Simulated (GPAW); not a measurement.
# Ta3N (P-3m1) in GPAW: reference runs

Aim: a first look at Ta3N with PBEsol, on the cell as given.

Program: GPAW 26.7.0. These are calculated values, not measurements. Logs are shortened: lines on timing, memory, paths and dates and some standing lists are left out, and cuts for length are marked. The log counts tension as positive stress, the text compression.

## Step 1: The crystal as given

The structure is trigonal, space group P-3m1 (No. 164). The conventional cell has a = 3.032 Å, b = 3.032 Å, c = 7.524 Å, α = 90.00°, β = 90.00°, γ = 120.00°. Around Ta (site symmetry 3m) lie 3 N at 2.19 Å. Ta (site symmetry -3m) has 12 Ta at 3.01 to 3.03 Å as nearest neighbours. N (site symmetry -3m) has 6 Ta at 2.19 Å as nearest neighbours.

The cell comes from a database or a generator and needn't be the stable form of this composition.

## Step 2: Single point, PBEsol

run.py reads:

```python
from ase import Atoms
from ase.dft.bandgap import bandgap
from ase.io import write
from ase.units import GPa
from gpaw import GPAW, PW, setup_paths

setup_paths.insert(0, '.')

atoms = Atoms(['Ta', 'Ta', 'Ta', 'N'],
              cell=[[3.0322239879, 0.0, 0.0],
                    [-1.516111994, 2.6259830035, 0.0],
                    [0.0, 0.0, 7.524137]],
              scaled_positions=[[0.6666666667, 0.3333333333, 0.82607],
                                [0.3333333333, 0.6666666667, 0.17393],
                                [0.0, 0.0, 0.5],
                                [0.0, 0.0, 0.0]],
              pbc=True)

calc = GPAW(mode=PW(800),
            xc='PBEsol',
            kpts={'size': (10, 10, 4), 'gamma': True},
            occupations={'name': 'fermi-dirac', 'width': 0.05},
            nbands=40,
            convergence={'density': 1e-05, 'energy': 1e-05},
            maxiter=150,
            txt='gpaw.txt')
atoms.calc = calc
energy = atoms.get_potential_energy()
forces = atoms.get_forces()
stress = atoms.get_stress()
calc.write('gs.gpw')
write('result.traj', atoms)
print(f'Energy: {energy:.6f} eV')
print('Forces (eV/A):')
print(forces.round(4))
print('Stress (GPa):', (stress / GPa).round(3))
print('Fermi level:', round(calc.get_fermi_level(), 4), 'eV')
print(f'Gap: {bandgap(calc)[0]:.4f} eV, direct: {bandgap(calc, direct=True)[0]:.4f} eV')
```

Potentials or basis: PAW data sets generated in the run's folder for this functional, pw.

Command:

```console
$ gpaw-setup -f PBEsol N Ta
$ OMP_NUM_THREADS=1 python run.py
```

gpaw.txt:

```text
__  _  _
 | _ |_)|_||  |
 |__||  | ||/\| - 26.7.0

Input parameters:
  mode=PW(ecut=800.0),
  convergence={'density': 1e-05, 'energy': 1e-05},
  kpts=MonkhorstPack(size=(10, 10, 4), gamma=True),
  maxiter=150,
  nbands=40,
  occupations=Occupations(name='fermi-dirac', width=0.05),
  xc=XC(name='PBEsol')

Diagonalizing LCAO Hamiltonian
Converting LCAO to pw mode

            Ta

       Ta

         Ta

       N

Atoms  # Å, Bohr magnetons
|   | symbol |         x |        y |        z |    initial magnetic moments |
|---|--------|-----------|----------|----------|-----------------------------|
| 0 |     Ta |  1.516112 | 0.875328 | 6.215464 | ( 0.0000,  0.0000,  0.0000) |
| 1 |     Ta | -0.000000 | 1.750655 | 1.308673 | ( 0.0000,  0.0000,  0.0000) |
| 2 |     Ta |  0.000000 | 0.000000 | 3.762068 | ( 0.0000,  0.0000,  0.0000) |
| 3 |      N |  0.000000 | 0.000000 | 0.000000 | ( 0.0000,  0.0000,  0.0000) |

Unit cell  # Å
| periodic |         x |        y |        z |  lengths |     angles |
|----------|-----------|----------|----------|----------|------------|
|      yes |  3.032224 | 0.000000 | 0.000000 | 3.032224 |  90.000000 |
|      yes | -1.516112 | 2.625983 | 0.000000 | 3.032224 |  90.000000 |
|      yes |  0.000000 | 0.000000 | 7.524137 | 7.524137 | 120.000000 |

Number of symmetries: 12
Symmetry operations  # r_c * U_cc + t_c -> r_c
|    | kind |            matrix            |
|----|------|------------------------------|
|  0 |  σ   |  1, 1, 0,  0,-1, 0,  0, 0, 1 |
|  1 |  S6  |  1, 1, 0, -1, 0, 0,  0, 0,-1 |
|  2 |  E   |  1, 0, 0,  0, 1, 0,  0, 0, 1 |
|  3 |  C2  |  1, 0, 0, -1,-1, 0,  0, 0,-1 |
|  4 |  C2  |  0, 1, 0,  1, 0, 0,  0, 0,-1 |
|  5 |  C3  |  0, 1, 0, -1,-1, 0,  0, 0, 1 |
|  6 |  S6  |  0,-1, 0,  1, 1, 0,  0, 0,-1 |
|  7 |  σ   |  0,-1, 0, -1, 0, 0,  0, 0, 1 |
|  8 |  σ   | -1, 0, 0,  1, 1, 0,  0, 0, 1 |
|  9 |  i   | -1, 0, 0,  0,-1, 0,  0, 0,-1 |
| 10 |  C3  | -1,-1, 0,  1, 0, 0,  0, 0, 1 |
| 11 |  C2  | -1,-1, 0,  0, 1, 0,  0, 0,-1 |

BZ-sampling:
  Number of BZ points: 400
  Number of IBZ points: 50

  Monkhorst-Pack size: [10, 10, 4]
  Monkhorst-Pack shift: [0.05, 0.05, 0.125]

K-points  # in reciprocal-cell coordinates
|     |                                coordinates |     weight |
|-----|--------------------------------------------|------------|
|   0 | (  0.00000000,   0.00000000,   0.00000000) | 0.00250000 |
|   1 | (  0.00000000,   0.00000000,   0.25000000) | 0.00500000 |
|   2 | (  0.00000000,   0.00000000,   0.50000000) | 0.00250000 |
|   3 | (  0.10000000,   0.00000000,  -0.25000000) | 0.01500000 |
|   4 | (  0.10000000,   0.00000000,   0.00000000) | 0.01500000 |
|   5 | (  0.10000000,   0.00000000,   0.25000000) | 0.01500000 |
|   6 | (  0.10000000,   0.00000000,   0.50000000) | 0.01500000 |
|   7 | (  0.20000000,  -0.10000000,   0.00000000) | 0.01500000 |
|   8 | (  0.20000000,  -0.10000000,   0.25000000) | 0.03000000 |
|   9 | (  0.20000000,  -0.10000000,   0.50000000) | 0.01500000 |
| ... |                                            |            |
|  49 | (  0.50000000,   0.50000000,   0.50000000) | 0.00750000 |

Plane wave coefficients: 3096
Cutoff: 800.0 eV

Spin-components: 1 (collinear spins)
Bands:           40
Projectors:      23
Spin-degeneracy: 2
Datatype:        complex128

Parallelization:
  kpt:    1
  domain: 1
  band:   1

Density:
  Valence electrons: 44.0
  Components: 1
  Grid points: [20 20 50]
  Charge: 0.0  # |e|

Potential:
  Grid points: [20 20 50]

species:
  Ta:
    name:    Tantalum
    Z:       73.0
    valence: 13
    core:    60
    charge:  0.0  # [|e|]
    compensation charges:
      type: gauss
      rc: 0.42  # [Å]
      lmax: 2
    cutoffs:
      filter: 2.36  # [Å]
      core: 3.45  # [Å]
    projectors
    | kind |    occ | energy [eV] | rcut [Å] |
    |------|--------|-------------|----------|
    |   5s |  2.000 |     -72.818 |    1.365 |
    |   6s |  2.000 |      -5.457 |    1.365 |
    |   5p |  6.000 |     -39.444 |    1.349 |
    |   6p |  0.000 |      -1.369 |    1.349 |
    |   5d |  3.000 |      -3.632 |    1.307 |
    |    d |        |      23.579 |    1.307 |

    Using partial waves for Ta as LCAO basis

  N:
    name:    Nitrogen
    Z:       7.0
    valence: 5
    core:    2
    charge:  0.0  # [|e|]
    compensation charges:
      type: gauss
      rc: 0.18  # [Å]
      lmax: 2
    cutoffs:
      filter: 1.11  # [Å]
      core: 0.96  # [Å]
    projectors
    | kind |    occ | energy [eV] | rcut [Å] |
    |------|--------|-------------|----------|
    |   2s |  2.000 |     -18.455 |    0.603 |
    |   2p |  3.000 |      -7.035 |    0.529 |
    |    s |        |       8.756 |    0.603 |
    |    p |        |      20.177 |    0.529 |
    |    d |        |       0.000 |    0.577 |

    Using partial waves for N as LCAO basis

Reference energy: -1273614.391017  # eV

eigensolver:
  PPCG
  Converge bands: occupied
  niter=2

density mixing:
  MSR1-Mixer
  Pratt-step length: 0.05
  Maximum mixing coefficient: 0.75
  Old densities: 10
  SVD Regularization: 0.005
  Good broyden scale: 1.0
  Trust region scale: 1.0
  Backstep threshold: 4.0
  History deletion threshold: 6.0
  Fourier metric: weight=20.0, sigma=0.015

occupation numbers:
  Fermi-Dirac:
    width: 0.0500  # eV

poisson solver:
  ecut: 6400.0  # eV

xc functional:
  name: PBEsol with 2 nearest neighbor stencil

convergence criteria:
- Maximum integral of absolute [dens]ity change: 1e-05 electrons / valence electron
- Maximum [total energy] change in last 3 cyles: 1e-05 eV / valence electron
- Maximum integral of absolute [eigenst]ate change: 4e-08 eV^2 / valence electron
maximum number of iterations: 150

SCF iterations
|iter     | |      energy | eigst |  dens |
|---------|-|-------------|-------|-------|
|iter:   1| |  -44.411963 | +0.09 |       |
|iter:   2| |  -43.901396 | -2.21 | -1.08 |
|iter:   3| |  -43.704595 | -1.36 | -1.14 |
|iter:   4| |  -42.831569 | -1.77 | -1.24 |
|iter:   5| |  -42.605135 | -2.78 | -1.54 |
|iter:   6| |  -42.610558 | -3.12 | -1.97 |
|iter:   7| |  -42.611341 | -4.26 | -2.54 |
|iter:   8| |  -42.611442 | -5.71 | -3.22 |
|iter:   9| |  -42.611443c| -6.89 | -3.88 |
|iter:  10| |  -42.611444c| -7.73c| -4.42 |
|iter:  11| |  -42.611444c| -8.22c| -5.01c|

Converged in 11 steps
Energy contributions relative to reference atoms: (reference = -1273614.391017)

Energy contributions:
  Kinetic:          21.052183
  Coulomb:         -25.564092
  Zero:             -0.632858
  External:          0.000000
  Xc:              -37.454006
  Entropy:          -0.025342
  Spinorbit:         0.000000
  ----------------------------
  Free energy:     -42.624115
  Extrapolated:    -42.611444

dipole moment: (-9.224693, -15.977637, -18.677227)  # |e|*Ang

Fermi level: 12.413
Eigenvalues  # (at kpt = [0.000, 0.000, 0.000])
| band index |      eig [eV] | occ [0-2] |
|------------|---------------|-----------|
|          0 |       -55.702 |     2.000 |
|        ... |               |           |
|         14 |         5.708 |     2.000 |
|         15 |         7.023 |     2.000 |
|         16 |         7.023 |     2.000 |
|         17 |         8.890 |     2.000 |
|         18 |        11.044 |     2.000 |
|         19 |        11.933 |     2.000 |
|         20 |        11.933 |     2.000 |
|         21 |        12.100 |     1.996 |
|         22 |        12.679 |     0.010 |
|         23 |        12.679 |     0.010 |
|         24 |        13.356 |     0.000 |
|         25 |        14.256 |     0.000 |
|         26 |        14.256 |     0.000 |
|         27 |        14.668 |     0.000 |
|         28 |        14.668 |     0.000 |
|         29 |        15.731 |     0.000 |
|        ... |               |           |
|         39 |        31.138 |     0.000 |

No gap
No difference between direct/indirect transitions

Forces  # eV/Ang
|       x |        y |        z |
|---------|----------|----------|
| 0.00000 | -0.00000 |  0.36294 |  # Ta   0
| 0.00000 |  0.00000 | -0.36294 |  # Ta   1
| 0.00000 | -0.00000 |  0.00000 |  # Ta   2
| 0.00000 | -0.00000 |  0.00000 |  # N    3

Stress tensor  # eV/Ang^3
|        x |         y |         z |
|----------|-----------|-----------|
| 0.051012 |  0.000000 |  0.000000 |
| 0.000000 |  0.051012 | -0.000000 |
| 0.000000 | -0.000000 |  0.047670 |

# Writing to gs.gpw (mode='')
```

Wall time 93 s (1 thread of Arm Neoverse V2, shared host); peak memory 0.29 GiB.

Results:

* Free energy: -42.6241 eV
* Pressure: -8.0 GPa
* Largest force: 0.363 eV/Å
* Band gap on the k mesh: none (metal or under the smearing width)

Forces on the atoms (eV/Å):
```
Ta   0.000  0.000  0.363
Ta   0.000  0.000 -0.363
Ta   0.000  0.000  0.000
N    0.000  0.000  0.000
```

Spin-orbit coupling is left out, which matters for the levels of Ta.
